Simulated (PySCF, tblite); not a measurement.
# C6H4F3O radical: geometry, infrared bands and EPR parameters

What infrared bands and EPR parameters should C6H4F3O radical (`O=C([C@@H]1[C]2C[C@H]21)C(F)(F)F`) show?

The runs use tblite 0.8.0 and PySCF 2.14.0, with density-fitted response routines of our own; the level of theory stands in each step. All values are computed, except where a source is named. Atoms count from 0, in the outputs and in this text.

**1. Starting geometry**

14 atoms, charge 0, multiplicity 2; geometry from: force field or distance geometry start.

Bonds of the start (Å): O0–C1 1.23, C1–C2 1.51, C2–C3 1.46, C3–C4 1.46, C4–C5 1.48, C1–C6 1.52, C6–F7 1.36, C6–F8 1.36, C6–F9 1.37, C5–C2 1.47, C5–C3 1.50, C2–H10 1.09, C4–H11 1.08, C4–H12 1.09, C5–H13 1.08.

**2. Optimising the geometry with GFN2-xTB**

The job: settings as JSON, then the geometry in Å.

```
{"job": {"kind": "relax", "xc": "GFN2-xTB", "basis": "xTB"}, "charge": 0, "multiplicity": 2}
O     -1.193300    -1.666000    -0.795100
C     -1.105900    -0.518300    -0.355800
C      0.161100    -0.088100     0.337900
C      1.248800     0.239800    -0.572900
C      2.327500     0.157300     0.403400
C      1.350500    -0.950800     0.329600
C     -2.196700     0.533100    -0.379100
F     -1.733600     1.748200    -0.790100
F     -3.233600     0.206200    -1.188100
F     -2.729200     0.737400     0.868800
H     -0.005600     0.594600     1.164600
H      3.315200    -0.012700    -0.011100
H      2.313100     0.857300     1.236800
H      1.481100    -1.838600    -0.271200
```

The run is started by

```sh
$ OMP_NUM_THREADS=1 python probes_run.py task.json out
```

The driver reads the jobs from task.json and runs them one after another.

The log of the run:

```text
step      E/eV     max force
  0    -895.99930    3.218
  1    -896.19709    3.122
  2    -896.29159    1.405
  3    -896.35877    1.068
  4    -896.45748    1.146
  5    -896.52679    0.857
  6    -896.56014    0.581
  7    -896.59133    0.395
  8    -896.61205    0.423
  9    -896.62624    0.292
 10    -896.63632    0.212
 11    -896.64239    0.305
 12    -896.64582    0.153
 13    -896.64826    0.125
 14    -896.65097    0.147
 15    -896.65322    0.121
 16    -896.65493    0.111
 17    -896.65646    0.113
 18    -896.65809    0.100
 19    -896.65967    0.118
 20    -896.66101    0.108
 21    -896.66224    0.089
 22    -896.66361    0.104
 23    -896.66535    0.109
 24    -896.66765    0.136
 25    -896.67094    0.204
 26    -896.67571    0.243
 27    -896.68160    0.220
 28    -896.68688    0.187
 29    -896.69020    0.121
 30    -896.69211    0.108
 31    -896.69372    0.114
 32    -896.69558    0.119
 33    -896.69752    0.290
 34    -896.69960    0.134
 35    -896.70198    0.104
 36    -896.70423    0.112
 37    -896.70567    0.123
 38    -896.70709    0.102
 39    -896.70825    0.126
 40    -896.70987    0.116
 41    -896.71224    0.133
 42    -896.71437    0.135
 43    -896.71568    0.074
 44    -896.71648    0.071
 45    -896.71719    0.099
 46    -896.71808    0.097
 47    -896.71935    0.085
 48    -896.72029    0.095
 49    -896.72148    0.093
 50    -896.72261    0.071
 51    -896.72351    0.062
 52    -896.72409    0.050
 53    -896.72446    0.042
 54    -896.72471    0.033
 55    -896.72486    0.025
 56    -896.72496    0.024
 57    -896.72503    0.028
 58    -896.72513    0.030
 59    -896.72526    0.031
 60    -896.72543    0.034
 61    -896.72561    0.031
 62    -896.72574    0.027
 63    -896.72585    0.033
 64    -896.72596    0.034
 65    -896.72607    0.032
 66    -896.72617    0.027
 67    -896.72625    0.025
 68    -896.72631    0.028
 69    -896.72638    0.027
 70    -896.72646    0.025
 71    -896.72652    0.025
 72    -896.72655    0.018
 73    -896.72657    0.008
```

It took 0.47 s on 1 thread of Arm Neoverse V1, shared host.

The steps of the relaxation: (not every step is listed)

```
step  energy from step 0 (eV)  largest force (eV/Å)
   0                   0.0000                3.2179
   1                  -0.1978                3.1217
   2                  -0.2923                1.4047
   3                  -0.3595                1.0677
   4                  -0.4582                1.1458
   5                  -0.5275                0.8571
   6                  -0.5608                0.5807
   7                  -0.5920                0.3952
   8                  -0.6128                0.4235
  14                  -0.6517                0.1470
  20                  -0.6617                0.1083
  26                  -0.6764                0.2430
  32                  -0.6963                0.1195
  38                  -0.7078                0.1017
  44                  -0.7172                0.0714
  50                  -0.7233                0.0712
  56                  -0.7257                0.0242
  62                  -0.7264                0.0273
  68                  -0.7270                0.0285
  69                  -0.7271                0.0267
  70                  -0.7272                0.0249
  71                  -0.7272                0.0255
  72                  -0.7273                0.0184
  73                  -0.7273                0.0084
```

Distances of close pairs at the start and the end, largest changes first:

```
 bond  before (Å)  after (Å)  change (Å)
C2–C5       1.469      1.548      +0.079
C3–C5       1.497      1.428      -0.070
C2–C3       1.456      1.509      +0.053
C4–C5       1.479      1.531      +0.052
C1–C6       1.515      1.558      +0.043
C1–C2       1.507      1.466      -0.042
O0–C1       1.232      1.201      -0.031
C3–C4       1.457      1.486      +0.029
```

The next job starts from the end point, and lists it.

**3. Harmonic vibrations with GFN2-xTB**

The job: settings as JSON, then the geometry in Å.

```
{"job": {"kind": "ir", "xc": "GFN2-xTB", "basis": "xTB"}, "charge": 0, "multiplicity": 2}
O     -1.096278    -1.311930    -1.369351
C     -1.024581    -0.373732    -0.623770
C      0.171886     0.121292     0.062830
C      1.470003     0.120576    -0.706431
C      2.441174     0.114819     0.418337
C      1.310236    -0.907230     0.271283
C     -2.293123     0.462014    -0.276865
F     -2.133444     1.750401    -0.618469
F     -3.387493     0.016450    -0.882175
F     -2.526661     0.444978     1.048501
H      0.003000     0.888307     0.815022
H      3.439649    -0.234161     0.201088
H      2.383253     0.864498     1.199880
H      1.241700    -1.956755     0.437954
```

The log of the run:

```text
mode    cm-1     km/mol
  1      34.1      1.46
  2      57.4      2.01
  3     111.3      0.38
  4     163.0      5.28
  5     216.5      8.21
  6     241.7      1.81
  7     302.4      5.36
  8     361.8      1.95
  9     414.9      9.11
 10     453.6     15.93
 11     520.9     10.52
 12     653.0     37.53
 13     681.7      3.06
 14     709.1     17.88
 15     742.7     36.56
 16     820.5     26.50
 17     846.7     26.65
 18     913.7      3.03
 19     950.5     12.51
 20     985.2     16.86
 21     995.2     24.79
 22    1025.7     32.05
 23    1042.4     84.80
 24    1051.2    214.73
 25    1080.9    152.82
 26    1105.4    238.12
 27    1171.9     67.36
 28    1214.7     24.07
 29    1309.3     54.38
 30    1416.2      4.68
 31    1505.2      0.58
 32    1769.3    347.08
 33    2992.9     16.85
 34    3023.7     25.63
 35    3099.7      8.26
 36    3214.4      0.38
```

It took 0.45 s on 1 thread of Arm Neoverse V1, shared host.

The strongest bands and the atoms that carry them (share of the mass-weighted mode):

```
cm⁻¹  km/mol                                 atoms
 653    37.5    F9 26 %, F7 21 %, C6 16 %, F8 12 %
1042    84.8  H11 34 %, H12 19 %, C4 19 %, C6 11 %
1051   214.7                      C6 61 %, F9 12 %
1081   152.8   C2 20 %, C6 17 %, H10 16 %, C1 14 %
1105   238.1                               C6 69 %
1172    67.4   C6 55 %, C1 17 %, F8 12 %, H10 11 %
1309    54.4                     H10 44 %, C2 26 %
1769   347.1                      C1 62 %, O0 38 %
```

**4. g tensor and hyperfine couplings: B3LYP/pcH-1**

Settings changed since step 3:

```diff
@@ -1,2 +1,2 @@
-{"job": {"kind": "ir", "xc": "GFN2-xTB", "basis": "xTB"}, "charge": 0, "multiplicity": 2}
+{"job": {"kind": "epr", "basis": "pcH-1"}, "charge": 0, "multiplicity": 2}
 O     -1.096278    -1.311930    -1.369351
```

Method: UKS B3LYP, pcH-1 on C F H O, non-relativistic, mean-field spin-orbit, GIAO.

The log of the run:

```text
UKS, coarse grid
  cycle   1  E = -605.37472839  |g| = 8.86e-01
  cycle   2  E = -604.34547134  |g| = 1.93e+00
  cycle   3  E = -605.63105053  |g| = 2.32e-01
  cycle   4  E = -605.64501475  |g| = 1.33e-01
  cycle   5  E = -605.65084752  |g| = 1.68e-02
  cycle   6  E = -605.65097909  |g| = 6.29e-03
  cycle   7  E = -605.65100314  |g| = 2.60e-03
  cycle   8  E = -605.65100722  |g| = 1.28e-03
  cycle   9  E = -605.65100963  |g| = 6.50e-04
UKS, final grid
  cycle   1  E = -605.65107041  |g| = 1.03e-03
  cycle   2  E = -605.65106919  |g| = 2.04e-03
  cycle   3  E = -605.65107094  |g| = 2.08e-04
  cycle   4  E = -605.65107096  |g| = 7.37e-05
  cycle   5  E = -605.65107097  |g| = 5.27e-05
  cycle   6  E = -605.65107098  |g| = 7.25e-06
E = -605.65107098 Eh   <S^2> = 0.7526 (exact 0.7500)
g shifts (ppm)      1          2          3
  rmc          -158       -158       -158
  gc             13          6          6
  oz_so          24        639       1858
  total        -121        487       1707
hyperfine (MHz)  atom isotope    a_iso     a_fc   dipolar eigenvalues
    0   17O      -0.28      -0.28     -2.25      0.64      1.61
    1   13C       0.81       0.81     -1.81     -1.55      3.36
    2   13C      12.65      12.65     -9.27     -6.63     15.90
    3   13C     571.23     571.23    -57.11    -53.99    111.10
    4   13C      14.59      14.59    -11.54     -8.89     20.43
    5   13C     -21.50     -21.50    -12.33     -7.85     20.18
    6   13C       0.01       0.01     -0.40     -0.26      0.66
    7   19F       0.50       0.50     -1.90     -1.07      2.96
    8   19F       0.32       0.32     -1.02     -0.70      1.73
    9   19F       4.28       4.28     -2.90     -2.46      5.36
   10    1H      -8.46      -8.46     -6.27     -2.44      8.71
   11    1H       5.08       5.08     -6.21     -4.93     11.14
   12    1H      -9.39      -9.39     -7.29     -2.34      9.63
   13    1H      62.01      62.01     -7.13     -4.66     11.79
```

Wall time 1.8 min (1 thread of Arm Neoverse V1, shared host); peak memory 0.97 GiB.

Principal g values 2.00220, 2.00281, 2.00403; g(iso) = 2.00301, against 2.00232 for a free electron.

Hyperfine couplings; where a row names several nuclei, a(iso) is their mean (it holds for fast rotation or exchange) and the dipolar term the largest among them:

```
    nuclei  isotope  a(iso) (MHz)  a(iso) (G, at g = 2.0023)  largest dipolar term (MHz)
        C3      13C         571.2                      203.8                       111.1
       H13       1H          62.0                       22.1                        11.8
        C5      13C         -21.5                       -7.7                        20.2
        C4      13C          14.6                        5.2                        20.4
        C2      13C          12.6                        4.5                        15.9
       H12       1H          -9.4                       -3.4                         9.6
       H10       1H          -8.5                       -3.0                         8.7
       H11       1H           5.1                        1.8                        11.1
F7, F8, F9      19F           1.7                        0.6                         5.4
        C1      13C           0.8                        0.3                         3.4
        O0      17O          -0.3                       -0.1                        -2.2
        C6      13C           0.0                        0.0                         0.7
```

Mulliken spin populations:

O0 0.01; C1 0.00; C2 0.05; C3 0.77; C4 0.08; C5 0.07; C6 0.00; F7 0.00; F8 0.00; F9 0.00; H10 -0.01; H11 0.00; H12 -0.01; H13 0.02

In first order the couplings over 0.8 MHz of 1H, 19F give 64 distinct lines over 32.1 G, if the averaged nuclei exchange fast; the same motion can average rows kept apart here too.

Orbitals, density, ELF and potential are computed afterwards from the orbital file.

ELF in a plane through or near 7 of the atoms.

Ten even steps from '0' (0.00) to '9' (1.00):
```
0000000000000000000000000000
0000000000000000000000000000
0000000000000000000000000000
0000000000000000000000000000
0000000563000010001210000000
0000002998101560014541000000
0000003999103892025662000000
0000012898205994015640000000
0000576525215773014640110000
0003999374435436363245651000
0004999846666388289474872000
0001899325774263544165851000
0000132015762016761048730000
0000000014540047476004200000
0000000001210178588300000000
0000000000000168887400000000
0000000000000023332000000000
0000000000000000000000000000
0000000000000000000000000000
0000000000000000000000000000
```
The map spans 12.1 Å across and 8.8 Å up, centred on the molecule. Atoms in the plane (x, y in Å): O0 (1.1, -1.8), C1 (1.1, -0.6), C2 (-0.2, 0.1), C4 (-2.4, 0.4), C6 (2.3, 0.2), F8 (3.5, -0.5), H11 (-3.4, 0.0).

On the surface of density 0.002 e/bohr³ the electrostatic potential runs, from the 1st to the 99th percentile, from -1.31 V near O0 to 1.42 V near H13.

The spin density lies nearest to C3 68 %; C4, C5 about 8 % each; C2 6 %.

**5. Results**

| quantity | value |
| --- | --- |
| strongest single infrared mode (GFN2-xTB) | 1769 cm⁻¹, 347 km/mol |
| zero-point energy (GFN2-xTB) | 53.2 kcal/mol |
| g(iso) (B3LYP) | 2.00301 |
| ⟨S²⟩ | 0.753 (exact 0.75) |
| largest a(iso) (averaged by class) | 13C on C3, 571.2 MHz |
| potential on the surface of density 0.002 e/bohr³, 1st and 99th percentile | -1.31 V and 1.42 V |

In words: The optimisation took 73 steps and gained 0.727 eV; among the close pairs (by a distance rule), C2–C5 changed most, from 1.469 to 1.548 Å. No mode is imaginary among the 36: a minimum at this level. The strongest single mode, at 1769 cm⁻¹, moves mainly C1 and O0. GFN2-xTB is a fitted tight-binding method: band positions and strengths are rough. Its intensities can rank the bands wrongly. Most of the unpaired spin sits on C3 (0.77 e). The isotropic g lies 0.7 ppt above the free-electron value.
